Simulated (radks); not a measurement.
**Bi⁷¹⁺ in [Ne] 4f2: an all-electron calculation**

What are the levels of the bismuth ion Bi71+, how large are its shells, and how does its energy divide?

Method: scalar-relativistic Kohn-Sham, PBE, spin-polarised, spherical densities, finite nucleus; open shells are filled with parallel spins first. Code: radks (a radial shooting solver on a logarithmic mesh, Libxc functionals) version 1.

### 1 The system

* element: bismuth (Z = 83)
* charge: +71
* electrons: 12
* configuration: [Ne] 4f2
* nuclear rms radius: 5.5211 fm

Outer shells as boxes (Hund's rule):

Bi⁷¹⁺
```
[Ne] core
4f [↑ ][↑ ][  ][  ][  ][  ][  ]
```

### 2 The run

Input:

```text
Z 83
configuration [Ne] 4f2 3s0 3p0 3d0 5f0
relativity scalar-relativistic
functional pbe,pbe
spin polarised
nucleus finite rms 5.5211 fm
c 137.035999084
```

Launch:

```
$ python run_ks.py task.json out
```

All runs below come from this command, one after another.

What does the calculation give?

**Answer**, as computed:

| quantity | value |
| --- | --- |
| total energy | -14624.7760 hartree |
| exchange-correlation share of it | 1.11 % |
| −T/E | 1.1784 |
| highest occupied level | 4f up, -4447.5 eV |
| most extended occupied level | 4f up, <r> = 0.244 bohr |
| radius at density 0.001 e/bohr³ | 0.668 bohr |
| maxima of the radial density | 3 |

3 principal shells are occupied and 3 maxima appear in the radial density. Relativity lifts −T/E to 1.178. This is not the tabulated ground configuration, so its levels and sizes aren't those of the ground state, and no measured value stands beside it.
